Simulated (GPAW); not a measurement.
# WAu: optical spectrum with LDA

WAu:

```
W Au
1.0
     0.00000    2.74798    2.74798
     2.74798    0.00000    2.74798
     2.74798    2.74798    0.00000
W Au
1 1
Direct
  0.00000 0.00000 0.00000
  0.75000 0.75000 0.75000
```

The cell was built by a generator and needn't be a form met in nature.

```json
{"Program": "GPAW 26.7.0", "Task": "optical spectrum", "Functional": "LDA", "Potentials or basis": "the program's PAW data sets (release 1.2.1) made for this functional", "Cutoff": "500 eV", "Basis": "pw", "k mesh": "7 × 7 × 7", "Occupations": "fermi-dirac, width 0.05 eV", "Spin": "no spin polarisation", "Eta": "0.1 eV", "Response ecut": "50 eV", "Scissors": "0 eV", "Kernel": "RPA", "Maxiter": "150", "Response k mesh": "19 × 19 × 19", "Domega0": "0.05 eV", "Omega2": "10 eV", "Response bands": "33", "Directions": "[\"x\"]", "Intraband": "yes"}
```

```yaml
Band_gap_on_the_k_mesh: none (metal or under the smearing width)
```

Dielectric function (mean over the directions given):
```
energy (eV)  real part  imaginary part
       0.41    -117.34           89.57
       1.04      -8.17           12.71
       1.66      10.92           16.17
       2.30      -2.76           25.79
       2.91      -8.31           13.50
       3.56      -2.17            7.98
       4.16      -1.14            7.37
       4.79      -1.94            8.22
       5.53      -1.80            4.42
       6.15       0.41            4.14
       6.79      -0.68            4.67
       7.38      -0.56            4.43
       8.07       0.04            4.18
       8.71      -0.68            4.14
       9.27      -1.37            3.58
      10.06      -0.73            3.34
      10.67      -1.81            2.94
      11.31      -1.71            1.98
      11.96      -1.20            1.47
      12.53      -0.86            1.29
      13.24      -0.71            0.98
      13.85      -0.36            0.99
      14.61      -0.28            1.09
      15.26      -0.33            0.90
      15.94      -0.11            0.78
      16.64      -0.18            0.81
      17.36      -0.08            0.60
      18.12       0.04            0.51
      18.90       0.18            0.36
      19.87       0.37            0.39
```

Run time: 4.3 min on 1 thread of Arm Neoverse V2 (shared host), peak memory 0.53 GiB.

Caveat: the intraband term hangs on this k mesh; the long-wavelength limit can be off by several per cent where d states take part; independent-particle spectra lack excitons. The run has no spin-orbit coupling, so splittings on Au, W are missing.
